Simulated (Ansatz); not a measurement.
# C3H6B2: how energies converge with the basis set

An exercise on one series of results from a longer session: the logs are not shown, and one member is left open.

Program: Ansatz 0.2.0, Gaussian basis. Level of theory: one geometry, several basis sets. These are calculated values, not measurements.

The runs, in order: PBE0-D4/def2-SVP; ωB97M-V/def2-SVP; PBE0-D4/def2-QZVPP; ωB97M-V/def2-QZVPP; the functionals' def2-TZVPP values are taken from earlier runs.

## Structure used throughout

The geometry comes from an earlier relaxation with PBE0-D4 in a triple-zeta def2 set; it is a stationary point, not always the lowest conformer.

SMILES `BC(B)=C=C`, 11 atoms, charge 0, spin multiplicity 1.

Atoms are counted from 1 here; the program's logs count them from 0.

Bond lengths: B1–C2 1.545 Å, B1–H6 1.196 Å, B1–H7 1.196 Å, C2–B3 1.545 Å, C2–C4 1.325 Å, B3–H8 1.196 Å, B3–H9 1.196 Å, C4–C5 1.293 Å, C5–H10 1.084 Å, C5–H11 1.084 Å. Angles: C2–B1–H6 119.6°, C2–B1–H7 120.4°, H6–B1–H7 120.0°, B1–C2–B3 125.1°, B1–C2–C4 117.4°, B3–C2–C4 117.4°, C2–B3–H8 120.4°, C2–B3–H9 119.6°, H8–B3–H9 120.0°, C2–C4–C5 180.0°, C4–C5–H10 120.8°, C4–C5–H11 120.8°, H10–C5–H11 118.5°.

The first run:

File in.yaml:

```yaml
crystal:
  periodic: [false, false, false]
  atoms:
    - {symbol: B, position_ang: [-1.723354, 0.364501, 0.305539]}
    - {symbol: C, position_ang: [-0.212972, 0.050649, 0.386027]}
    - {symbol: B, position_ang: [0.597788, -0.087592, 1.693617]}
    - {symbol: C, position_ang: [0.438104, -0.113557, -0.756057]}
    - {symbol: C, position_ang: [1.073361, -0.274878, -1.870669]}
    - {symbol: H, position_ang: [-2.350342, 0.517062, 1.312560]}
    - {symbol: H, position_ang: [-2.266440, 0.455682, -0.756437]}
    - {symbol: H, position_ang: [1.768755, -0.329456, 1.656557]}
    - {symbol: H, position_ang: [0.048617, 0.048785, 2.747322]}
    - {symbol: H, position_ang: [1.154727, -1.255811, -2.325775]}
    - {symbol: H, position_ang: [1.537055, 0.567515, -2.371985]}
basis:
  gaussian: {orbitals: def2-SVP}
hamiltonian: {xc: pbe0, dispersion: d4}
output: {orbitals: {seedname: orbitals}}
```

Launch:

```console
$ ansatz run in.yaml --threads 2 --pin off --events-out ev --progress --plain --max-ram 4352MiB
```

Steps of the session up to this table: PBE0-D4 in def2-SVP; ωB97M-V in def2-SVP; PBE0-D4 in def2-QZVPP; ωB97M-V in def2-QZVPP.

One table of the session follows, with a row left open; its other results are not shown here.

It belongs to the step «Functionals by basis». 

```
functional       basis  HOMO (eV)  LUMO (eV)
   PBE0-D4    def2-SVP      -7.80      -2.32
   PBE0-D4  def2-TZVPP      -7.83      -2.37
   PBE0-D4  def2-QZVPP      -7.84      -2.38
   ωB97M-V    def2-SVP      -9.99      -0.22
   ωB97M-V  def2-TZVPP     -10.04      -0.34
   ωB97M-V  def2-QZVPP          ?          ?
```

**Question.** Estimate the row for ωB97M-V, def2-QZVPP.

The run gave: HOMO (eV): -10.04; LUMO (eV): -0.38.
